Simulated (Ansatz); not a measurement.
# SiH4 + H radical: a complex and its separated parts

The complex below is one end of an elementary step. How strongly is it bound against its free parts?

Method: PBE0-D4/def2-TZVP structures, single points in def2-TZVPP, no counterpoise correction; program: Ansatz 0.2.0, Gaussian basis.

Levels: SPW92, PBE-D4, BLYP-D4, r2SCAN-D4, B97M-V, PBE0-D4, B3LYP-D4, r2SCAN0-D4, BHLYP-D4, CAM-B3LYP-D4, wB97X-V, wB97M-V, B2PLYP, PBE-QIDH, Hartree-Fock, MP2, CCSD, CCSD(T).

Cores are frozen in the correlated methods. Orbitals are unrestricted. B3LYP uses VWN-RPA correlation. B2PLYP carries no dispersion term here.

21 further runs of the same task are left out: 21 set aside as unsound or not needed.

**1. The system as given**

The complex: 6 atoms, charge 0, spin multiplicity 2.

Atoms are counted from 1 here; the program's logs count them from 0.

Bond lengths: H1–Si3 1.485 Å, Si3–H4 1.485 Å, Si3–H5 1.485 Å, Si3–H6 1.485 Å. Angles: H1–Si3–H4 109.5°, H1–Si3–H5 109.5°, H1–Si3–H6 109.5°, H4–Si3–H5 109.5°, H4–Si3–H6 109.5°, H5–Si3–H6 109.5°.

Geometry (Å):

```
H     0.33901   -0.08412   -0.64481
H     1.73060   -0.43599   -3.30619
Si   -0.34611    0.08718    0.66116
H    -1.60400   -0.70158    0.66761
H    -0.66133    1.52295    0.87019
H     0.54173   -0.38844    1.75204
```

Its parts: SiH4 holds atoms 1, 3, 4, 5, 6; H radical holds atoms 2. Each part counts its atoms afresh in its own runs.

**2. Relaxing SiH4 alone**

relax-a/in.yaml

```yaml
crystal:
  periodic: [false, false, false]
  atoms:
    - {symbol: H, position_ang: [0.339007, -0.084121, -0.644807]}
    - {symbol: Si, position_ang: [-0.346108, 0.087183, 0.661163]}
    - {symbol: H, position_ang: [-1.604004, -0.701581, 0.667608]}
    - {symbol: H, position_ang: [-0.661325, 1.522953, 0.870189]}
    - {symbol: H, position_ang: [0.541732, -0.388441, 1.752040]}
basis:
  gaussian: {orbitals: def2-TZVP}
hamiltonian: {xc: pbe0, dispersion: d4}
relax: {f_tol: 0.005, max_steps: 200}
```

No record of the launch command was kept for these runs.

Further steps of the session: wB97M-V/def2-TZVPP; CCSD(T)/def2-TZVPP; CCSD(T)/def2-QZVPP; Vibrations of SiH4.

Before running it: what results should come out? Wanted: complex less parts, CCSD(T)/def2-TZVPP; with zero-point energy; largest T1 diagnostic.

The runs gave:

| quantity | value |
| --- | --- |
| complex less parts, CCSD(T)/def2-TZVPP | -0.08 kJ/mol |
| with zero-point energy | +0.35 kJ/mol |
| largest T1 diagnostic | 0.011 |

In words: At CCSD(T) the complex lies 0.08 kJ/mol below its parts. The functionals run from PBE-QIDH, off by +0.10 kJ/mol, to SPW92, off by -1.78 kJ/mol, against CCSD(T). By rung, the mean size of the error is: LDA 1.78, GGA 0.47, meta-GGA 0.38, hybrid 0.54, range-separated hybrid 0.46, double hybrid 0.12 kJ/mol. PBE-D4 gives a relative energy 0.66 kJ/mol too low, an error of 792 % of the reference. The complex's frequency run has imaginary modes: the structure is no minimum, so both the energy and the zero-point correction are in doubt. No counterpoise was applied, and triple zeta lacks some correlation, so the CCSD(T) reference has a basis error of its own, and close matches with it are partly luck.
